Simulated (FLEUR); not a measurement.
# AlNi3 (Pm-3m) in FLEUR: single point with PBEsol

Aim: the single point of AlNi3 with PBEsol.

All numbers are computed with FLEUR MaX-R8.1 (later development tree); they aren't measurements. Logs are shortened: lines on timing, memory, paths and dates and some standing lists are left out, and cuts for length are marked.

## (1) The crystal as given

Symmetry: Pm-3m, No. 221, cubic system. Conventional cell: a = 3.523 Å, b = 3.523 Å, c = 3.523 Å, α = 90.00°, β = 90.00°, γ = 90.00°. Ni (site symmetry 4/mmm) is surrounded by 8 Ni at 2.49 Å and 4 Al at 2.49 Å. Around Al (site symmetry m-3m) lie 12 Ni at 2.49 Å.

The cell is a database's computed one.

## (2) Single point, PBEsol, collinear spin, ferromagnetic start

Input file inp.xml:

```xml
<?xml version="1.0" encoding="UTF-8" standalone="no"?>
<fleurInput fleurInputVersion="0.39">
   <comment>
      AlNi3                                                                                               
   </comment>
   <calculationSetup>
      <cutoffs Kmax="4.64" Gmax="14.4" GmaxXC="14.4" numbands="0"/>
      <scfLoop itmax="60" minDistance="0.00001" maxIterBroyd="15" imix="Anderson" alpha="0.05" precondParam="0.0" spinf="2.0" sdNocoIR="T"/>
      <coreElectrons ctail="T" frcor="F" kcrel="0" coretail_lmax="0"/>
      <xcFunctional name="PBEs" relativisticCorrections="F"/>
      <magnetism jspins="2"/>
      <soc l_soc="F" theta="0.0" phi="0.0" spav="F"/>
      <expertModes spex="0" secvar="F"/>
      <geometryOptimization l_f="T" forcealpha="1.0" forcemix="BFGS" epsdisp="0.0005" epsforce="0.0002"/>
      <ldaU l_linMix="F" mixParam="0.05" spinf="1.0"/>
   </calculationSetup>
   <cell>
      <bzIntegration valenceElectrons="65.0" mode="hist" fermiSmearingEnergy="0.00183747">
         <kPointListSelection listName="default-1"/>
         <!-- k-points included here -->
         <xi:include xmlns:xi="http://www.w3.org/2001/XInclude" href="kpts.xml"> </xi:include>
      </bzIntegration>
      <!-- symmetry operations included here -->
      <xi:include xmlns:xi="http://www.w3.org/2001/XInclude" href="sym.xml"> </xi:include>
      <bulkLattice scale="1.0">
         <bravaisMatrix>
            <row-1>    6.6576085554405022     0.0000000000000000     0.0000000000000000</row-1>
            <row-2>    0.0000000000000000     6.6576085554405022     0.0000000000000000</row-2>
            <row-3>    0.0000000000000000     0.0000000000000000     6.6576085554405022</row-3>
         </bravaisMatrix>
      </bulkLattice>
   </cell>
   <atomSpecies>
      <species name="Nickel (Ni1.001" element="Ni" atomicNumber="28">
         <mtSphere radius="2.11" gridPoints="721" logIncrement="0.017"/>
         <atomicCutoffs lmax="9" lnonsphr="9"/>
         <electronConfig flipSpins="F">
            <coreConfig>(1s1/2) (2s1/2) (2p1/2) (2p3/2)</coreConfig>
            <valenceConfig>(3s1/2) (3p1/2) (3p3/2) (4s1/2) (3d3/2) (3d5/2)</valenceConfig>
            <stateOccupation state="(3d3/2)" spinUp="1.6" spinDown="1.6"/>
            <stateOccupation state="(3d5/2)" spinUp="2.9005" spinDown="1.8995"/>
         </electronConfig>
         <energyParameters s="4" p="4" d="3" f="4"/>
         <lo type="SCLO" l="0" n="3" eDeriv="0"/>
         <lo type="SCLO" l="1" n="3" eDeriv="0"/>
         <lo type="SCLO" l="1" n="3" eDeriv="1"/>
         <lo type="SCLO" l="2" n="3" eDeriv="2"/>
         <lo type="SCLO" l="3" n="4" eDeriv="2"/>
      </species>
      <species name="Aluminum (Al)" element="Al" atomicNumber="13">
         <mtSphere radius="2.11" gridPoints="721" logIncrement="0.016"/>
         <atomicCutoffs lmax="9" lnonsphr="9"/>
         <electronConfig flipSpins="F">
            <coreConfig>(1s1/2)</coreConfig>
            <valenceConfig>(2s1/2) (2p1/2) (2p3/2) (3s1/2) (3p1/2) (3p3/2)</valenceConfig>
            <stateOccupation state="(3p1/2)" spinUp="0.166667" spinDown="0.166667"/>
            <stateOccupation state="(3p3/2)" spinUp="0.333333" spinDown="0.333333"/>
         </electronConfig>
         <energyParameters s="3" p="3" d="3" f="4"/>
         <lo type="SCLO" l="0" n="2" eDeriv="0"/>
         <lo type="SCLO" l="1" n="2" eDeriv="0"/>
         <lo type="SCLO" l="2" n="3" eDeriv="2"/>
         <lo type="SCLO" l="3" n="4" eDeriv="2"/>
      </species>
   </atomSpecies>
   <atomGroups>
      <atomGroup species="Nickel (Ni1.001">
         <relPos label="                   1">1.000/2.000 1.000/2.000 .0000000000</relPos>
         <relPos label="                   2">1.000/2.000 .0000000000 1.000/2.000</relPos>
         <relPos label="                   3">.0000000000 1.000/2.000 1.000/2.000</relPos>
         <force calculate="T" relaxXYZ="TTT"/>
      </atomGroup>
      <atomGroup species="Aluminum (Al)">
         <relPos label="                   4">.0000000000 .0000000000 .0000000000</relPos>
         <force calculate="T" relaxXYZ="TTT"/>
      </atomGroup>
   </atomGroups>
   <output dos="F" band="F" slice="F">
      <checks vchk="F" cdinf="F"/>
      <bandDOS minEnergy="-.5*Htr" maxEnergy="0.5*Htr" sigma="0.015" storeEVData="T"/>
      <vacuumDOS vacdos="F" integ="F" star="F" nstars="0" locx1="0.0" locy1="0.0" locx2="0.0" locy2="0.0" nstm="0" tworkf="0.0"/>
      <unfoldingBand unfoldBand="F" supercellX="1" supercellY="1" supercellZ="1"/>
      <plotting iplot="0" polar="F">
         <plot TwoD="T" vec1="  1.0  0.0  0.0" vec2="  0.0  1.0  0.0" vec3="  0.0  0.0  1.0" zero="  0.0  0.0  0.0" file="plot"/>
      </plotting>
      <chargeDensitySlicing numkpt="0" minEigenval="0.0" maxEigenval="0.0" nnne="0" pallst="F"/>
      <specialOutput eonly="F"/>
      <moessbauerParams electricFieldGradient="T" isomerShift="T" coreHyperfine="T" valenceHyperfine="T"/>
      <magneticCircularDichroism mcd="F" energyLo="-10.0" energyUp="0.0"/>
   </output>
  <!-- We include the file relax.xml here to enable relaxations (see documentation) -->
  <xi:include xmlns:xi="http://www.w3.org/2001/XInclude" href="relax.xml"> <xi:fallback/> </xi:include>
</fleurInput>
```

Input file crystal.txt:

```
AlNi3
&input cartesian=F /
3.5230547267  0.0000000000  0.0000000000
0.0000000000  3.5230547267  0.0000000000
0.0000000000  0.0000000000  3.5230547267
1.8897261246
1.0 1.0 1.0

4
28 0.5000000000  0.5000000000  0.0000000000 : 1.001
28 0.5000000000  0.0000000000  0.5000000000 : 1.001
28 0.0000000000  0.5000000000  0.5000000000 : 1.001
13 0.0000000000  0.0000000000  0.0000000000

&kpt div1=8 div2=8 div3=8 gamma=T /
```

Potentials or basis: all-electron, FLAPW.

Launch:

```
$ inpgen -f crystal.txt -profile fastHighL
$ # inp.xml edited to the form shown
$ fleur_MPI
```

What it wrote:

```text
Welcome to FLEUR        (www.flapw.de)
      MaX-Release 8.1          (www.max-centre.eu)

 ========== k-point set info ==========
 Selected k-point list: default-1
 k-point list type: mesh
 8 x 8 x 8
 Number of k points: 35

 ------------Calculation Setup---------------------------
 Number of MPI-tasks      :            1
 Number of PE/node        :            1
 Number of OMP-threads    :            1
 Most efficient MPI parallelization for:
           1           5           7          35
 Additional eigenvalue parallelization possible
 Number of basis functions:          652
 Approximate size of matrices (H+S) per k-point:         0.006 GB
 --------------------------------------------------------
 Iteration:     1   Distance:      21.71077285 me/bohr^3
 Iteration:     2   Distance:      20.36310156 me/bohr^3
 Iteration:     3   Distance:      15.13997444 me/bohr^3
 Iteration:     4   Distance:       4.32175912 me/bohr^3
 Iteration:     5   Distance:       4.34562504 me/bohr^3
 Iteration:     6   Distance:       2.27369046 me/bohr^3
 Iteration:     7   Distance:       2.28311701 me/bohr^3
 Iteration:     8   Distance:       0.86250096 me/bohr^3
 Iteration:     9   Distance:       0.87825800 me/bohr^3
 Iteration:    10   Distance:       0.43023003 me/bohr^3
[... 7 lines left out ...]
 Iteration:    18   Distance:       0.01045555 me/bohr^3
 Iteration:    19   Distance:       0.01258429 me/bohr^3
 Iteration:    20   Distance:       0.01184449 me/bohr^3
 Iteration:    21   Distance:       0.00226478 me/bohr^3
 Iteration:    22   Distance:       0.00263757 me/bohr^3
 Iteration:    23   Distance:       0.00084268 me/bohr^3
 Iteration:    24   Distance:       0.00015419 me/bohr^3
 Iteration:    25   Distance:       0.00005459 me/bohr^3
 Iteration:    26   Distance:       0.00001199 me/bohr^3
 Iteration:    27   Distance:       0.00000110 me/bohr^3

 ********************************************************************
 Run finished successfully
 Stop message:
   Structural relaxation: Done
 ********************************************************************
```

Run time: 7.7 min. Hardware: 1 thread of Arm Neoverse V2, shared host; peak memory 0.09 GiB.

What came out:

| Property | Result |
| --- | --- |
| Free energy | -130644.2058 eV |
| Band gap on the k mesh | none (metal or under the smearing width) |
| Net moment | 0.66 μB per cell |
| Site moments | Ni +0.24; Al -0.01 μB |
| Valence electrons inside the program's atomic spheres | Ni 16.72; Al 9.21 (radii Ni 2.11, Al 2.11 bohr) |

Core levels (eV from the Fermi level):
| atom | levels |
| --- | --- |
| 1 Ni | 1s1/2 -8194.5, 2s1/2 -972.5, 2p1/2 -847.6, 2p3/2 -830.1 |
| 2 Ni | 1s1/2 -8194.5, 2s1/2 -972.5, 2p1/2 -847.6, 2p3/2 -830.1 |
| 3 Ni | 1s1/2 -8194.5, 2s1/2 -972.5, 2p1/2 -847.6, 2p3/2 -830.1 |
| 4 Al | 1s1/2 -1501.6 |
